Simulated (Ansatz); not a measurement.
# ZrS: the cost of one run

Computed with Ansatz 0.2.0 (DFT PBEsol, scalar-relativistic, plane waves, PAW, unless a step's input says otherwise).

The COD entry's cell or inner coordinates are ideal or old and differ from later refinements, so a difference from it is no clean test against experiment.

## 1. The starting structure

The structure is cubic, space group Fm-3m (No. 225). The conventional cell has a = 5.250 Å, b = 5.250 Å, c = 5.250 Å, α = 90.00°, β = 90.00°, γ = 90.00°. Around Zr (site symmetry m-3m) lie 6 S at 2.62 Å. S (site symmetry m-3m) is surrounded by 6 Zr at 2.62 Å.

Structure file:

```cif
data_structure
_symmetry_space_group_name_H-M 'P 1'
_symmetry_Int_Tables_number 1
_cell_length_a 3.7123
_cell_length_b 3.7123
_cell_length_c 3.7123
_cell_angle_alpha 60.000
_cell_angle_beta 60.000
_cell_angle_gamma 60.000
_cell_volume 36.18
loop_
_atom_site_label
_atom_site_type_symbol
_atom_site_fract_x
_atom_site_fract_y
_atom_site_fract_z
_atom_site_occupancy
Zr1 Zr 0.00000 0.00000 0.00000 1
S1 S 0.50000 0.50000 0.50000 1
```

The cell is taken as given, not relaxed at this level.

## 2. The reference cell

The reference gives a free energy of -5016.5769 eV, pressure -6.46 GPa, largest force 0.000 eV/Å and gap on the mesh none (metal). It was computed beforehand with the settings of the runs below.

## 3. Next: energy and stress against strain

The cell is strained by ε times the Voigt pattern (1, -1, 0, 0, 0, 0) (xx, yy, zz, yz, xz, xy; engineering shear), with fractional coordinates fixed (clamped ions). The stress on the pattern is the sum of the stress components weighted by it, tension positive.

## 4. Point ε = -0.0200

input.yaml reads:

```yaml
crystal:
  lattice:
    - [0.0, 2.6775, 2.625]
    - [2.5725, 0.0, 2.625]
    - [2.5725, 2.6775, 0.0]
  atoms:
    - { symbol: Zr, position: [0.0, 0.0, 0.0] }
    - { symbol: S, position: [0.5, 0.5, 0.5] }
basis:
  ecutwfc: 420
kpoints:
  mp_grid: { grid: [16, 16, 16] }
hamiltonian:
  xc: pbesol
scf:
  occupations: { method: gaussian, width: 0.15 }
output:
  forces: true
  stress: true
  eigenvalues: true
```

The run is started by

```console
> ansatz run input.yaml --threads 1 --pin off --max-ram 2560MiB --backend cpu --events-out ev --progress --plain --runs-dir out
```

What time and memory should one allow on 1 thread of Intel Xeon at 2.50GHz (Skylake/Cascade Lake), shared host?

About 40 s, with a peak of 0.67 GiB.
